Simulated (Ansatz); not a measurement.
# Rb3Pt: the cost of one run

Program: Ansatz 0.2.0. Level of theory: DFT PBE, scalar-relativistic, plane waves, PAW. These are calculated values, not measurements.

1 further run of the same task is left out (it didn't finish).

## (1) Starting point

Symmetry: Pm-3m, No. 221, cubic system. The conventional cell has a = 5.778 Å, b = 5.778 Å, c = 5.778 Å, α = 90.00°, β = 90.00°, γ = 90.00°. Cs (site symmetry 4/mmm) is surrounded by 8 Cs at 4.09 Å and 4 Pt at 4.09 Å. Around Pt (site symmetry m-3m) lie 12 Cs at 4.09 Å.

Structure file:

```
CELL_PARAMETERS angstrom
5.77765 0.00000 0.00000
0.00000 5.77765 0.00000
0.00000 0.00000 5.77765
ATOMIC_POSITIONS crystal
Cs 0.00000 0.00000 0.50000
Cs 0.00000 0.50000 0.00000
Cs 0.50000 0.00000 0.00000
Pt 0.50000 0.50000 0.50000
```

The structure comes from the Materials Project (structure only).

## (2) Substitution of an element, cell strained: Cs → Rb, first probe

What differs from the listed cell: Rb takes all sites of Cs, and lengths are scaled by 0.950 as a first guess of the size; strain xx, yy, zz, yz, xz, xy = +3.4, +3.4, +3.4, +0.0, +0.0, +0.0 %.

The input, input.yaml:

```yaml
crystal:
  lattice:
    - [5.6749533275, 0.0, 0.0]
    - [0.0, 5.6749533275, 0.0]
    - [0.0, 0.0, 5.6749533275]
  atoms:
    - { symbol: Rb, position: [0.0, 0.0, 0.5] }
    - { symbol: Rb, position: [0.0, 0.5, 0.0] }
    - { symbol: Rb, position: [0.5, 0.0, 0.0] }
    - { symbol: Pt, position: [0.5, 0.5, 0.5] }
basis:
  ecutwfc: 420
kpoints:
  mp_grid: { grid: [4, 4, 4] }
hamiltonian:
  xc: pbe
scf:
  occupations: { method: gaussian, width: 0.1 }
output:
  forces: true
  stress: true
  eigenvalues: true
```

Command:

```bash
ansatz run input.yaml --threads 1 --pin off --max-ram 1331MiB --backend cpu --events-out ev --progress --plain --runs-dir out
```

**Question.** How long does this run take on 1 thread of an x86-64 CPU, shared host, and how much memory does it need?

About 6.6 s, with a peak of 0.4 GiB.
